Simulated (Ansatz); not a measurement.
# CH4AlFO: how energies converge with the basis set

Aim: see how fast density functionals converge with the basis set for CH4AlFO.

The runs use Ansatz 0.2.0, Gaussian basis; one geometry, several basis sets.

Plan: PBE0-D4/def2-SVP; ωB97M-V/def2-SVP; PBE0-D4/def2-QZVPP; ωB97M-V/def2-QZVPP; the functionals' def2-TZVPP values are taken from earlier runs.

## 1. Structure used throughout

An earlier PBE0-D4 in a triple-zeta def2 set relaxation fixed the geometry.

SMILES `[CH3][Al]([OH])[F]`, 8 atoms, charge 0, spin multiplicity 1.

Atoms are counted from 1 here; the program's logs count them from 0.

Bond lengths: C1–Al2 1.930 Å, C1–H5 1.094 Å, C1–H6 1.093 Å, C1–H7 1.091 Å, Al2–O3 1.689 Å, Al2–F4 1.654 Å, O3–H8 0.956 Å. Angles: Al2–C1–H5 110.7°, Al2–C1–H6 110.7°, Al2–C1–H7 111.9°, H5–C1–H6 106.8°, H5–C1–H7 108.2°, H6–C1–H7 108.3°, C1–Al2–O3 120.6°, C1–Al2–F4 121.2°, O3–Al2–F4 118.2°, Al2–O3–H8 123.8°.

## 2. PBE0-D4 in def2-SVP

in.yaml reads:

```yaml
crystal:
  periodic: [false, false, false]
  atoms:
    - {symbol: C, position_ang: [-0.540486, 1.136997, -0.105393]}
    - {symbol: Al, position_ang: [0.133590, -0.668919, -0.198606]}
    - {symbol: O, position_ang: [1.255150, -1.228332, 0.933635]}
    - {symbol: F, position_ang: [-0.365954, -1.708799, -1.383293]}
    - {symbol: H, position_ang: [0.272856, 1.859028, -0.220047]}
    - {symbol: H, position_ang: [-0.998830, 1.329495, 0.868503]}
    - {symbol: H, position_ang: [-1.283647, 1.335308, -0.879801]}
    - {symbol: H, position_ang: [1.619519, -2.111777, 0.929099]}
basis:
  gaussian: {orbitals: def2-SVP}
hamiltonian: {xc: pbe0, dispersion: d4}
output: {orbitals: {seedname: orbitals}}
```

After this run come: ωB97M-V in def2-SVP; PBE0-D4 in def2-QZVPP; ωB97M-V in def2-QZVPP.

**Question.** What will the summary of the whole plan be? Wanted: PBE0-D4: double and triple zeta above quadruple; ωB97M-V: double and triple zeta above quadruple.

**Answer**, as computed:

| quantity | value |
| --- | --- |
| PBE0-D4: double and triple zeta above quadruple | 10.31, 0.57 eV |
| ωB97M-V: double and triple zeta above quadruple | 10.47, 0.54 eV |

For PBE0-D4 the step from double to triple zeta gains 9.74 eV and the next only 0.57 eV. Total energies overstate the basis error of differences, where much of it tends to cancel. The LUMO of ωB97M-V is positive and keeps falling with the basis (1.56 to 0.72 eV): an unbound level that the basis holds in place.
